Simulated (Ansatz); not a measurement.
# BiTe (Fm-3m) in Ansatz: notebook, part 2 of 2

Ansatz 0.2.0. Earlier steps stand in the parts before.

## Step 4: Relaxation of cell and atoms, PBEsol+D3(BJ)-ATM

input.yaml reads:

```yaml
crystal:
  lattice:
    - [0.0, 3.235, 3.235]
    - [3.235, 0.0, 3.235]
    - [3.235, 3.235, 0.0]
  atoms:
    - { symbol: Bi, position: [0.0, 0.0, 0.0] }
    - { symbol: Te, position: [0.5, 0.5, 0.5] }
hamiltonian:
  xc: pbesol
  pseudopotentials: { kind: paw }
  dispersion: d3bjatm
kpoints:
  mp_grid: { grid: [7, 7, 7] }
scf:
  occupations: { method: fermi_dirac, width: 0.05 }
output:
  forces: true
  stress: true
  eigenvalues: true
relax:
  f_tol: 0.01
  max_steps: 40
  cell: { stress_tol: 0.05 }
```

Potentials or basis: Ansatz PAW.

The run is started by

```bash
$ ansatz run input.yaml --threads 2 --pin off --max-ram 5632MiB --backend cpu --events-out ev --progress --plain --runs-dir out
```

What it wrote:

```text
Warning: RAYON_NUM_THREADS=2 ignored (pool sized by the plan → 2); use --threads N
Engine: ansatz 0.2.0, x86_64-unknown-linux-gnu
Pseudopotentials: kind: paw
Pseudopotential: Bi, paw, valence charge 15, recommended cutoff 420 eV (normal), Bi.paw.azcp
Pseudopotential: Te, paw, valence charge 16, recommended cutoff 420 eV (normal), Te.paw.azcp
Functional definition: PBEsol
  exchange = pbesol_x
  correlation = pbesol_c
Crystal: 2 atoms, lattice volume = 67.710 Å³
Basis set: ecut = 420 eV, 1363 PW (Γ), exchange–correlation on 64×64×64 points (8 copies of the dense FFT grid, shifted against one another)
Bands: 20, of which v1, the nominal top of the filled ones, is band 16 counted from 1 (15 counted from 0)
Symmetry: 48 space group operations
Space group: Fm-3m (ITA 225), of the structure as read, at distance tolerance 4.1e-5 Å
k-points: 20 of 343
Non-local potential: Bi, projectors of the file, l = 0: 2, l = 1: 2, l = 2: 2, l = 3: 2
Non-local potential: Te, projectors of the file, l = 0: 2, l = 1: 2, l = 2: 2, l = 3: 2
PAW form: soft (Blöchl's): semilocal exchange-correlation on the pseudo side does not see the compensation charge
PAW frozen core: Bi, regenerated for the run's functional, and the local potential with it (the file was generated under x = pbe(κ = 0.804, μ = 0.2195149727645171), c = pbe(β = 0.06672455060314922))
PAW frozen core: Te, regenerated for the run's functional, and the local potential with it (the file was generated under x = pbe(κ = 0.804, μ = 0.2195149727645171), c = pbe(β = 0.06672455060314922))
PAW one-centre angular grid: Bi, 590 points (default); XC on 64 Gauss nodes
PAW one-centre angular grid: Te, 590 points (default); XC on 64 Gauss nodes
Initial density: superposition of atomic densities (neutral atoms: chi_scale 0, normalization atom), corrected by the library's trained network
Initial wavefunctions: pseudopotential atomic-orbital guess
Functional: x = pbesol(κ = 0.804, μ = 0.12345679012345678), c = pbesol(β = 0.046)
SCF iter   1: F=—  HF=-19144.490603 eV  |F-HF|=—  |Δ(HF+E_count)|=         —  Δρ=1.84e-3  dr2=3.52e-3  ethr=1.77e-3  ⟨swp⟩=6.4  Hψ=2051  notcnv=0
preconditioner: auto → LDOS  [metal: Δε(μ)=0.026 eV  Ē_g=9.440 eV  σ=0.050 eV  W_gap=0.13  n_scr=14 (ndim 8)  ℏωp=15.0 eV  f_vac=0.012  D(μ)=2.92/eV (n_scr^D=26)  β→1.0]
SCF iter   2: F=—  HF=-19144.487699 eV  |F-HF|=—  |Δ(HF+E_count)|=   2.90e-3  Δρ=5.85e-4  dr2=4.64e-4  ethr=1.13e-5  ⟨swp⟩=2.4  Hψ=873  notcnv=0  defer=2
preconditioner: auto → Kerker (q_TF=auto, 2.395 Å⁻¹)  [metal: Δε(μ)=0.031 eV  Ē_g=9.445 eV  σ=0.050 eV  W_gap=0.15  n_scr=14 (ndim 8)  ℏωp=15.0 eV  f_vac=0.009  D(μ)=2.90/eV (n_scr^D=26)  β→0.5]
SCF iter   3: F=—  HF=-19144.487593 eV  |F-HF|=—  |Δ(HF+E_count)|=   1.05e-4  Δρ=2.11e-4  dr2=5.30e-5  ethr=1.50e-6  ⟨swp⟩=1.6  Hψ=429  notcnv=0  defer=2
SCF iter   4: F=—  HF=-19144.487593 eV  |F-HF|=—  |Δ(HF+E_count)|=   4.43e-9  Δρ=3.28e-5  dr2=5.26e-7  ethr=1.71e-7  ⟨swp⟩=3.0  Hψ=725  notcnv=0  defer=3
SCF iter   5: F=—  HF=-19144.487593 eV  |F-HF|=—  |Δ(HF+E_count)|=   5.94e-9  Δρ=1.33e-5  dr2=1.48e-7  ethr=1.70e-9  ⟨swp⟩=2.0  Hψ=708  notcnv=0  defer=3
SCF iter   6: F=-19144.487593 eV  HF=-19144.487593 eV  |F-HF|=1.39e-9  |Δ(HF+E_count)|=   5.96e-8  Δρ=2.80e-6  dr2=3.64e-9  ethr=3.23e-10  ⟨swp⟩=7.8  Hψ=2059  notcnv=0
SCF 1 converged in 6 iterations: F = -19144.487593 eV  dr2 = 3.64e-9
relax step   1: F+E_penalty+E_count = -19144.48759332 eV  Δ(F+E_penalty+E_count) = +0.000e0 eV  max|allowed force component| = 2.445e-29 eV/Å  Δτ_max = 0.0000 Å  P = -3.455 GPa  Ω = 67.710 Å³  (6 SCF iters, dr2 threshold 1.00e-7 eV, accepted)
Crystal: 2 atoms, lattice volume = 60.948 Å³
Basis set: ecut = 420 eV, 1243 PW (Γ), exchange–correlation on 64×64×64 points (8 copies of the dense FFT grid, shifted against one another)
Initial density: handed on by an earlier stage of this run
Initial wavefunctions: those handed on with the density
iter 1 solved again at ethr=2.11e-5 eV; its pass at ethr=3.10e-3 eV (dr2=6.55e-3 eV) is discarded
SCF iter   1: F=—  HF=-19144.527024 eV  |F-HF|=—  |Δ(HF+E_count)|=         —  Δρ=2.28e-3  dr2=6.03e-3  ethr=2.11e-5  ⟨swp⟩=2.9  Hψ=2724  notcnv=0
[... 30 lines left out ...]
SCF iter   1: F=—  HF=-19144.539530 eV  |F-HF|=—  |Δ(HF+E_count)|=         —  Δρ=7.63e-5  dr2=6.69e-7  ethr=2.29e-7  ⟨swp⟩=3.8  Hψ=3182  notcnv=0
SCF iter   2: F=—  HF=-19144.539522 eV  |F-HF|=—  |Δ(HF+E_count)|=   8.81e-6  Δρ=4.01e-5  dr2=1.77e-7  ethr=2.16e-9  ⟨swp⟩=2.2  Hψ=716  notcnv=0
SCF iter   3: F=—  HF=-19144.539522 eV  |F-HF|=—  |Δ(HF+E_count)|=   8.82e-8  Δρ=6.48e-6  dr2=8.38e-9  ethr=5.72e-10  ⟨swp⟩=2.0  Hψ=636  notcnv=0
SCF iter   4: F=—  HF=-19144.539522 eV  |F-HF|=—  |Δ(HF+E_count)|=   3.79e-9  Δρ=8.96e-7  dr2=7.58e-10  ethr=2.70e-11  ⟨swp⟩=2.0  Hψ=509  notcnv=0
SCF iter   5: F=—  HF=-19144.539522 eV  |F-HF|=—  |Δ(HF+E_count)|=  8.00e-11  Δρ=4.21e-7  dr2=1.92e-10  ethr=2.44e-12  ⟨swp⟩=2.4  Hψ=521  notcnv=0
SCF iter   6: F=-19144.539522 eV  HF=-19144.539522 eV  |F-HF|=3.64e-12  |Δ(HF+E_count)|=  1.13e-10  Δρ=8.83e-8  dr2=8.71e-12  ethr=1.00e-12  ⟨swp⟩=6.2  Hψ=2235  notcnv=0
SCF 5 converged in 6 iterations: F = -19144.539522 eV  dr2 = 8.71e-12
relax step   5: F+E_penalty+E_count = -19144.53952166 eV  Δ(F+E_penalty+E_count) = +8.184e-4 eV  max|allowed force component| = 9.565e-30 eV/Å  Δτ_max = 0.0000 Å  P = -0.015 GPa  Ω = 63.200 Å³  stress off target by 1.54e-2 GPa  SCF on the basis re-selected at this cell (its energy is not comparable with the rows above)  (6 SCF iters)
basis re-selected at this cell: Δ(F+E_penalty+E_count) = +8.184e-4 eV, ΔP = +0.000 GPa vs the last step (what re-selecting the basis moved, of the pressure what is left beyond the Pulay correction that the steps carried, after the strain that the cell walked since its last selection, with what the two solves' SCF thresholds leave and, on support functions, any second-order correction that the steps lacked; it is no measure of the basis error at this ecutwfc). The dense FFT grid was sized anew with the basis: this SCF ran on 30×30×30 points, the steps before it on 32×32×32, so part of this shift can come from that change (see relax.cell in the input reference). This SCF's stress stands 1.54e-2 GPa from its target on what of the cell is left free (relax.cell.stress_tol is 5.00e-2 GPa) and its largest allowed force component is 9.56e-30 eV/Å (relax.f_tol is 1.00e-2 eV/Å): within both
SCF converged after 6 iterations
Free energy (F): -19144.539522 eV
Harris-Foulkes:  -19144.539522 eV  (|F-HF|=3.64e-12)
Internal energy: -19144.517794 eV  (E = F + TS)
E sigma→0 (E₀):  -19144.528658 eV
Entropy (-TS):   -0.021728 eV (-10.864 meV/atom)
Fermi energy:    10.793979 eV
--- Per-component energies (eV) ---
  E_band       = -337.618995
  E_kinetic    = 484.411353
  E_local      = -2655.517480  (includes V_loc(G=0)·N_el)
  E_nonlocal   = 254.410073
  E_hartree    = 1247.770667
  E_xc         = -274.639107
  E_vxc        = -249.544178  (∫ρ·V_xc dr)
  E_paw        = -15093.793420  (= ΣΔE_a)
  E_vpaw       = -666.919295  (= ΣTr[D̂ρ^β])
  E_aug_tail   = -0.000649  (compensation charges beyond the density's cutoff)
  E_ewald      = -3106.721444
  E_disp       = -0.902353  (pairwise vdW)
  E_core_change = 0.464567  (= ΣΔE_core)
  E_smearing   = -0.021728  (= −TS)
  E_closure    = 0.000000  (closes the sum)
  Σ components = -19144.539522   (vs F -19144.539522, Δ=0.00e0)
--- Forces (eV/Å), atoms counted from 1 ---
  atom   1  Bi     0.00000000    -0.00000000     0.00000000
  atom   2  Te     0.00000000    -0.00000000     0.00000000
  max |Σ_I F_I| component: 2.08e-29 eV/Å
--- Stress (GPa, compression-positive) ---
       -0.015364      -0.000000      -0.000000
       -0.000000      -0.015364      -0.000000
       -0.000000      -0.000000      -0.015364
  P = ⅓ Tr σ = -0.0154 GPa (-0.154 kbar)
--- Band table (eV; the first three rows and the last of 20) ---
  k-point 0: bands = ["-26.5747", "-26.5747", "-26.5712", "-26.5712", "-26.5712", "-12.3632", "-12.3632", "-12.3544", "-12.3544", "-12.3544", "-3.2839", "2.8796", "8.0295", "8.0295", "8.0295", "13.0422", "13.0422", "13.0422", "15.2975", "15.2975"]
  k-point 1: bands = ["-26.5746", "-26.5746", "-26.5711", "-26.5711", "-26.5711", "-12.3644", "-12.3644", "-12.3540", "-12.3529", "-12.3529", "-3.0847", "2.3319", "8.0920", "8.0920", "8.2694", "12.2056", "12.3134", "12.3134", "15.0986", "15.6845"]
  k-point 2: bands = ["-26.5745", "-26.5745", "-26.5710", "-26.5708", "-26.5708", "-12.3677", "-12.3677", "-12.3531", "-12.3491", "-12.3491", "-2.4972", "1.0970", "8.3004", "8.3004", "8.6849", "10.9489", "11.0932", "11.0932", "15.6943", "16.7713"]
  k-point 19: bands = ["-26.5748", "-26.5742", "-26.5709", "-26.5705", "-26.5700", "-12.3782", "-12.3642", "-12.3516", "-12.3478", "-12.3409", "-0.7567", "-0.3073", "5.2232", "5.8727", "8.6869", "10.8840", "14.2056", "15.1267", "15.3494", "16.5494"]
--- Relaxed structure (4 steps of the walk, 4 accepted, 1 SCFs on fresh bases) ---
  F+E_penalty+E_count = -19144.53952166 eV   max|allowed force component| = 9.565e-30 eV/Å   (the final SCF, on the basis selected at the relaxed cell)
  cell:  # Å, volume = 63.2001 Å³
    - [-3.69095497394395e-34, 3.1615205778231132, 3.1615205778231132]
    - [3.1615205778231132, -3.630434143996438e-34, 3.1615205778231132]
    - [3.1615205778231132, 3.1615205778231132, 4.4905323222538587e-35]
  atoms:
    - { symbol: Bi, position: [2.852678305059076e-35, -1.736412881341745e-35, -2.728648813535193e-35] }
    - { symbol: Te, position: [0.5, 0.5, 0.5] }
```

Run time: 5.8 s. Hardware: 2 threads of AMD EPYC 7R43 (Zen 3), shared host; peak memory 0.41 GiB.

Results:

| Quantity | Value |
| --- | --- |
| Free energy | -19144.5395 eV |
| Relaxed volume | 31.60 Å³/atom |
| Relaxed cell | a = 4.471 Å, b = 4.471 Å, c = 4.471 Å, α = 60.00°, β = 60.00°, γ = 60.00° |
| Space group after relaxing (to 0.05 Å) | Fm-3m (No. 225) |
| Energy gained by relaxing | 26.0 meV/atom |
| Ionic steps | 5 |
| Pressure after relaxing | 0.0 GPa |
| Band gap on the k mesh | none (metal or under the smearing width) |

The path:
```csv
step,energy change (eV),largest force (eV/Å),volume (Å³)
1,0.0000,0.0000,67.71
2,-0.0378,0.0000,60.95
3,-0.0525,0.0000,63.46
4,-0.0527,0.0000,63.20
5,-0.0519,0.0000,63.20
```

Final structure:
```xyz
2
Lattice="0.0000 3.1615 3.1615 3.1615 0.0000 3.1615 3.1615 3.1615 0.0000" Properties=species:S:1:pos:R:3 pbc="T T T"
Bi    0.0000    0.0000    0.0000
Te    3.1615    3.1615    3.1615
```

Caveat: the plane-wave basis is chosen anew once the cell has moved, so the energies of steps on either side of that aren't comparable; spin-orbit coupling is left out, which moves the levels of the heavy elements; pairwise dispersion overbinds metals, which lowers pressure and volume; the PAW data sets come from PBE, with cores solved anew for the run's functional, which leaves a small shift of forces and pressure.

## Step 5: Relaxation of cell and atoms, PBEsol+D4

Changes to input.yaml since step 4:

```diff
@@ -11,3 +11,3 @@
   pseudopotentials: { kind: paw }
-  dispersion: d3bjatm
+  dispersion: d4
 kpoints:
@@ -20,2 +20,6 @@
   eigenvalues: true
+  write_density: true
+  write_potential: true
+  elf: true
+  volumetric_format: npy
 relax:
```

The run is started by

```bash
$ ansatz run input.yaml --threads 2 --pin off --max-ram 5632MiB --backend cpu --events-out ev --progress --plain --runs-dir out
```

Run time: 5.9 s. Hardware: 2 threads of AMD EPYC 7R43 (Zen 3), shared host; peak memory 0.42 GiB.

It converged, with:

* Free energy: -19144.2454 eV
* Relaxed volume: 32.01 Å³/atom
* Relaxed cell: a = 4.490 Å, b = 4.490 Å, c = 4.490 Å, α = 60.00°, β = 60.00°, γ = 60.00°
* Space group after relaxing (to 0.05 Å): Fm-3m (No. 225)
* Energy gained by relaxing: 16.9 meV/atom
* Ionic steps: 5
* Pressure after relaxing: 0.0 GPa
* Band gap on the k mesh: none (metal or under the smearing width)

The path:
| step | energy change (eV) | largest force (eV/Å) | volume (Å³) |
| --- | --- | --- | --- |
| 1 | 0.0000 | 0.0000 | 67.71 |
| 2 | -0.0254 | 0.0000 | 62.21 |
| 3 | -0.0344 | 0.0000 | 64.19 |
| 4 | -0.0345 | 0.0000 | 64.02 |
| 5 | -0.0339 | 0.0000 | 64.02 |

Final structure:
```
Bi Te
1.0
     0.00000    3.17517    3.17517
     3.17517    0.00000    3.17517
     3.17517    3.17517    0.00000
Bi Te
1 1
Direct
  0.00000 0.00000 0.00000
  0.50000 0.50000 0.50000
```

Levels at points of the mesh, in eV from the Fermi level:
| k point | band 12 | band 13 | band 14 | band 15 | band 16 | band 17 | band 18 | band 19 |
| --- | --- | --- | --- | --- | --- | --- | --- | --- |
| (0.00, 0.00, 0.00) | -7.96 | -2.72 | -2.72 | -2.72 | 2.23 | 2.23 | 2.23 | 4.53 |

Caveat: the plane-wave basis is chosen anew once the cell has moved, so the energies of steps on either side of that aren't comparable; spin-orbit coupling is left out, which moves the levels of the heavy elements; pairwise dispersion overbinds metals, which lowers pressure and volume; the PAW data sets come from PBE, with cores solved anew for the run's functional, which leaves a small shift of forces and pressure.

## Step 6: The runs side by side

```csv
level,gap on the mesh (eV),pressure (GPa),relaxed volume (Å³/atom)
PBEsol,none,0.0,32.84
PBEsol+D3(BJ),none,0.0,31.47
PBEsol+D3(BJ)-ATM,none,0.0,31.60
PBEsol+D4,none,0.0,32.01
```

Alike in all rows: task relaxation of cell and atoms; potentials or basis Ansatz PAW; no spin polarisation; cell relaxed; k mesh 7 × 7 × 7; cutoff (eV) 420; smearing fermi-dirac 0.05 eV.

Caveats: the plane-wave basis is chosen anew once the cell has moved, so the energies of steps on either side of that aren't comparable; spin-orbit coupling is left out, which moves the levels of the heavy elements; the PAW data sets come from PBE, with cores solved anew for the run's functional, which leaves a small shift of forces and pressure; pairwise dispersion overbinds metals, which lowers pressure and volume (some runs).

Absolute energies hang on the potentials; compare differences alone.
